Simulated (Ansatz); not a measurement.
Ru, space group P6_3/mmc, a calculation of the elastic constants

Run with Ansatz 0.2.0 through its Python package.

Script `elastic.py`:
```python
"""Stiffness tensor and moduli of Ru."""

from dataclasses import dataclass

import ansatz as az
import numpy as np
from pymatgen.core import Lattice, Structure
from pymatgen.io.ase import AseAtomsAdaptor


@dataclass(frozen=True)
class Options:
    functional: str = "PBE"
    filling: str = "fermi_dirac"
    smearing_width: float = 0.1
    mesh: tuple[int, ...] = (18, 18, 10)


opts = Options()

pmg_structure = Structure(
    Lattice([(2.7058, 0.0, 0.0), (-1.3529, 2.343292, 0.0), (0.0, 0.0, 4.2819)]),
    ["Ru", "Ru"],
    [
        (1 / 3, 2 / 3, 0.25),
        (2 / 3, 1 / 3, 0.75),
    ],
)
system = az.Crystal.from_ase(AseAtomsAdaptor.get_atoms(pmg_structure))

model = (
    system.calculation()
    .functional(opts.functional)
    .pseudopotentials("paw")
    .occupations(opts.filling, width=opts.smearing_width)
    .kpoints(*opts.mesh)
)
res = model.elastic(az.ElasticMode.RELAXED_ION, amplitude=0.01).run(threads=1, pin="off")
elastic = res.elastic

print(np.array2string(np.round(elastic.c_gpa, 1) + 0.0, suppress_small=True))
print("Voigt stress of the unstrained cell (GPa, tension positive):", np.round(elastic.sigma0_gpa, 3) + 0.0)
print("smallest eigenvalue of C:", round(elastic.stability.min_eigenvalue_gpa, 1), "GPa; tensor positive definite:", elastic.stability.min_eigenvalue_gpa > 0)
# averaged moduli need a positive definite tensor
if elastic.stability.min_eigenvalue_gpa > 0:
    m = elastic.moduli
    anisotropy = 5 * m.g_voigt_gpa / m.g_reuss_gpa + m.k_voigt_gpa / m.k_reuss_gpa - 6
    print(f"Voigt K {m.k_voigt_gpa:.1f} G {m.g_voigt_gpa:.1f}; Reuss K {m.k_reuss_gpa:.1f} G {m.g_reuss_gpa:.1f}; universal anisotropy index {anisotropy:.3f}")
    S = np.linalg.inv(elastic.c_gpa)
    print("Young modulus along x, y, z (GPa):", np.round(1 / np.diag(S)[:3], 1))
    print("linear compressibility along x, y, z (1/TPa):", np.round(1000 * S[:3, :3].sum(axis=1), 2))
```

Running `python elastic.py` prints:
```text
DeckWarning: basis.ecutwfc = 420 eV, auto-derived from the records' recommended cutoffs: set by Ru (normal level)
[[601.3 195.7 185.9   0.    0.    0. ]
 [195.7 601.3 185.9   0.    0.    0. ]
 [185.1 185.1 667.2   0.    0.    0. ]
 [  0.    0.    0.  193.8   0.    0. ]
 [  0.    0.    0.    0.  193.8   0. ]
 [  0.    0.    0.    0.    0.  202.8]]
Voigt stress of the unstrained cell (GPa, tension positive): [-4.936 -4.936 -4.164  0.     0.     0.   ]
smallest eigenvalue of C: 193.8 GPa; tensor positive definite: True
Voigt K 333.7 G 204.9; Reuss K 333.2 G 204.0; universal anisotropy index 0.024
Young modulus along x, y, z (GPa): [511.9 511.9 580.9]
linear compressibility along x, y, z (1/TPa): [1.04 1.04 0.92]
```
(Warnings from the package without file and line.)

Notes:
- The cell isn't relaxed first, so the values belong to this volume.
- A positive definite tensor excludes instabilities under uniform strain alone; phonons elsewhere in the zone can still be imaginary.
- The cell stands under an uneven stress, so these stress-strain coefficients aren't symmetric, and eigenvalues smaller than that stress decide nothing.
- Shear constants of a metal converge slowly with the k-point mesh and can be wrong in sign on a coarse one; the constants belong to the cell that was strained.
- Timing: 14 min on 1 thread of Intel(R) Xeon(R) Platinum 8259CL CPU @ 2.50GHz (Skylake/Cascade Lake) (shared host), peak memory 0.89 GiB.

(A comment or docstring line of the script was reworded after the run, the code is as it ran.)
